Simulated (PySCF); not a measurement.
The system is CSiFH5, in a box.

```
C Si F H
1.0
    13.00000    0.00000    0.00000
     0.00000   13.00000    0.00000
     0.00000    0.00000   13.00000
C Si F H
1 1 1 5
Direct
  0.44552 0.56706 0.45578
  0.52012 0.46380 0.51980
  0.63535 0.46322 0.47565
  0.44236 0.55492 0.37270
  0.36665 0.56805 0.48505
  0.47968 0.64244 0.47029
  0.52706 0.48082 0.63253
  0.47534 0.36079 0.49909
```

Base run:

```yaml
Program: PySCF 2.14.0
Functional: TASK
Potentials_or_basis: pob-tzvp-rev2 (all-electron)
k_mesh: 1 × 1 × 1
Occupations: fixed
Spin: no spin polarisation
```

Its results: gap between the frontier levels 10.26 eV.

The run is repeated on the same cell with these changes: functional from TASK to r2SCAN50. What comes out?

Gap between the frontier levels 13.33 eV.

r2SCAN50 gives the wider gap, since exact exchange removes part of the self-interaction.

Caveats: this is a molecule in a periodic box at the Γ point, so its band gap is the HOMO-LUMO gap; the basis of atomic orbitals isn't converged, which shifts pressures, moduli and gaps; this basis is made for solids and lacks diffuse functions, so gaps of a molecule come out too wide by an eV or more.

A k mesh can miss the band edges.

Not every run made on this cell is shown here.
